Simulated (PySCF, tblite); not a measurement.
# C₅H₇ClO₃Si: geometry, infrared bands and NMR shifts

Wanted: the infrared bands and NMR shifts of C₅H₇ClO₃Si (`C[SiH2]/C=C(\Cl)C(=O)OC=O`), by calculation.

Programs: tblite 0.8.0 and PySCF 2.14.0, with density-fitted response routines of our own. Each step states its level of theory. These are calculated values for one molecule in the gas phase, unless marked as measured. Atoms are numbered from 0 throughout.

### Step 1. The starting structure

17 atoms, charge 0, multiplicity 1; geometry from: force field or distance geometry start.

Bonds of the start (Å): C0–Si1 1.83, Si1–C2 1.84, C2–C3 1.34, C3–Cl4 1.73, C3–C5 1.50, C5–O6 1.22, C5–O7 1.37, O7–C8 1.35, C8–O9 1.21, C0–H10 1.09, C0–H11 1.11, C0–H12 1.08, Si1–H13 1.49, Si1–H14 1.48, C2–H15 1.08, C8–H16 1.11.

### Step 2. Relaxing the molecule with GFN2-xTB

Job settings and geometry (Å):

```
{"job": {"kind": "relax", "xc": "GFN2-xTB", "basis": "xTB"}, "charge": 0, "multiplicity": 1}
C     -3.156900     0.462100    -0.153000
Si    -2.155300    -0.852700     0.636200
C     -0.414400    -0.869700     0.049800
C      0.572800     0.011400     0.274100
Cl     0.382000     1.408500     1.284000
C      1.910500    -0.254700    -0.352200
O      2.113900    -1.190800    -1.109400
O      2.806600     0.691000     0.061400
C      4.061300     0.612400    -0.433600
O      4.541300    -0.170700    -1.223400
H     -2.771100     1.459000     0.064700
H     -4.202900     0.431800     0.207700
H     -3.192500     0.347000    -1.229700
H     -2.150700    -0.682800     2.115900
H     -2.752700    -2.173000     0.357600
H     -0.235100    -1.727000    -0.575700
H      4.636400     1.442900     0.015900
```

On the command line:

```bash
$ OMP_NUM_THREADS=1 python probes_run.py task.json out
```

This one command runs all jobs of the session in turn.

**Question.** This job is followed by: GFN2-xTB harmonic vibrations, gas phase; GIAO PBE0/pcSseg-1 NMR shielding, non-relativistic, gas phase. What will the session give for the following? strongest single infrared mode (GFN2-xTB); zero-point energy (GFN2-xTB); ¹³C shifts against TMS (PBE0/pcSseg-1); ¹H shifts against TMS (PBE0/pcSseg-1, means over atoms taken as alike); ²⁹Si shifts against TMS (PBE0/pcSseg-1); ³⁵Cl shifts against HCl (PBE0/pcSseg-1); ¹⁷O shifts against H2O (PBE0/pcSseg-1).

**Answer**, as computed:

```
                                                              quantity                                 value
                             strongest single infrared mode (GFN2-xTB)                 1053 cm⁻¹, 753 km/mol
                                          zero-point energy (GFN2-xTB)                         67.1 kcal/mol
                                ¹³C shifts against TMS (PBE0/pcSseg-1)  160.9, 158.8, 155.1, 147.3, -8.4 ppm
¹H shifts against TMS (PBE0/pcSseg-1, means over atoms taken as alike)            8.23, 8.22, 4.55, 0.39 ppm
                               ²⁹Si shifts against TMS (PBE0/pcSseg-1)                             -53.6 ppm
                               ³⁵Cl shifts against HCl (PBE0/pcSseg-1)                               238 ppm
                                ¹⁷O shifts against H2O (PBE0/pcSseg-1)               497.3, 464.5, 302.9 ppm
```

**Reading.** Over 66 steps the energy fell by 0.307 eV; of the close pairs, C0–Si1 changed most, 1.832 to 1.898 Å. The lowest mode is slightly imaginary (5i cm⁻¹), a soft motion within the noise of the Hessian, so the minimum is not strictly shown. The strongest single mode, at 1053 cm⁻¹, moves mainly O7 and C8. Unscaled tight-binding wavenumbers are off by several per cent, some by more. Its intensities can rank the bands wrongly. At PBE0/pcSseg-1: The largest span, 813 ppm, is at O9, where the paramagnetic term is -557 ppm.
